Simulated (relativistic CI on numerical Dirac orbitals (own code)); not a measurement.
# Ge²⁺: one ion under different settings

Aim: see what numerical and physical settings do to the SCF, the total energy and the lowest levels of Ge²⁺.

Program: relativistic CI on numerical Dirac orbitals (own code) version 3. Level of theory: Dirac-Coulomb-Breit CI, KLI orbitals optimised for each configuration, model QED (radiative potential, 1s self-energy scaled to tabulated hydrogen-like ionisation energies), numerical settings as typed. These are calculated values, not measurements, unless marked.

## 1. The system

- ion: Ge²⁺ (Ge III)
- nuclear charge: 32
- electrons: 30
- isotope: A = 74

## 2. The usual input

Input settings:

```ini
atom Ge  Z=32  charge=2  electrons=30
nucleus A=74  rms_radius_fm=4.0742
hamiltonian dirac-coulomb  breit=on  qed=on  c_scale=1
orbitals kli  potential=per-configuration
slater_scale 1
correlation none
mixing on
grid step=0.0125 r_max=49.7
scf mixing=0.4 start=green max_iterations=150 tolerance=2e-08 node_fill=0.05
configurations
  [Ar] 3d10 4s2
end
```

Command:

```sh
python run_levels.py task.json out
```

The settings of every run stand in task.json; they run in order.

## 3. Slater scale 0.5, start potential bare

Input settings:

```ini
atom Ge  Z=32  charge=2  electrons=30
nucleus A=74  rms_radius_fm=4.0742
hamiltonian dirac-coulomb  breit=on  qed=on  c_scale=1
orbitals kli  potential=per-configuration
slater_scale 0.5
correlation none
mixing on
grid step=0.0125 r_max=49.7
scf mixing=0.4 start=bare max_iterations=150 tolerance=2e-08 node_fill=0.05
configurations
  [Ar] 3d10 4s2
end
```

## 4. Tolerance 1e-10

Input settings:

```ini
atom Ge  Z=32  charge=2  electrons=30
nucleus A=74  rms_radius_fm=4.0742
hamiltonian dirac-coulomb  breit=on  qed=on  c_scale=1
orbitals kli  potential=per-configuration
slater_scale 1
correlation none
mixing on
grid step=0.0125 r_max=49.7
scf mixing=0.4 start=green max_iterations=150 tolerance=1e-10 node_fill=0.05
configurations
  [Ar] 3d10 4s2
end
```

## 5. Node fill 0.5

Settings: those of step 4 with these lines changed.

```diff
@@ -8,3 +8,3 @@
 grid step=0.0125 r_max=49.7
-scf mixing=0.4 start=green max_iterations=150 tolerance=1e-10 node_fill=0.05
+scf mixing=0.4 start=green max_iterations=150 tolerance=2e-08 node_fill=0.5
 configurations
```

## 6. Breit term off, end of the grid 24.85, Slater scale 0.5

Input settings:

```ini
atom Ge  Z=32  charge=2  electrons=30
nucleus A=74  rms_radius_fm=4.0742
hamiltonian dirac-coulomb  breit=off  qed=on  c_scale=1
orbitals kli  potential=per-configuration
slater_scale 0.5
correlation none
mixing on
grid step=0.0125 r_max=24.85
scf mixing=0.4 start=green max_iterations=150 tolerance=2e-08 node_fill=0.05
configurations
  [Ar] 3d10 4s2
end
```

## 7. Tolerance 0.01

Input settings:

```ini
atom Ge  Z=32  charge=2  electrons=30
nucleus A=74  rms_radius_fm=4.0742
hamiltonian dirac-coulomb  breit=on  qed=on  c_scale=1
orbitals kli  potential=per-configuration
slater_scale 1
correlation none
mixing on
grid step=0.0125 r_max=49.7
scf mixing=0.4 start=green max_iterations=80 tolerance=0.01 node_fill=0.05
configurations
  [Ar] 3d10 4s2
end
```

## 8. Node fill 50

Settings: those of step 7 with these lines changed.

```diff
@@ -8,3 +8,3 @@
 grid step=0.0125 r_max=49.7
-scf mixing=0.4 start=green max_iterations=80 tolerance=0.01 node_fill=0.05
+scf mixing=0.4 start=green max_iterations=91 tolerance=2e-08 node_fill=50
 configurations
```

(Steps that only read results are left out.)

Before running it: what results should come out? Wanted: lowest level, usual settings; total energy.

**Answer**, as computed:

| setting | total energy less usual (Ha) | largest shift of a level among the lowest eight of both runs, same label and place (cm⁻¹) | SCF iterations | time | lowest level | kind of change |
| --- | --- | --- | --- | --- | --- | --- |
| usual | 0 | 0 | 12 | 0.058 s | 4s2 1S0 | - |
| Slater scale 0.5, start potential bare | 0 | - | 17 | 0.074 s | 4s2 1S0 | model term |
| tolerance 1e-10 | 0 | - | 13 | 0.06 s | 4s2 1S0 | numerical |
| node fill 0.5 | 0.0298 | - | 12 | 0.059 s | 4s2 1S0 | numerical |
| Breit term off, end of the grid 24.85, Slater scale 0.5 | -0.949 | - | 12 | 0.056 s | 4s2 1S0 | model term |
| tolerance 0.01 | -0.000241 | - | 5 | 0.049 s | 4s2 1S0 | unsound |
| node fill 50 | 0.486 | - | 14 | 0.063 s | 4s2 1S0 | unsound |

| quantity | value |
| --- | --- |
| lowest level, usual settings | 4s2 1S0 |
| total energy | -2095.0586 Ha |

What this shows: No visible change in the result comes from «Slater scale 0.5, start potential bare» or «tolerance 1e-10». Only the listed configurations are in the model. In a near-neutral ion this small CI can misplace whole configurations by 10,000 cm⁻¹ or more.
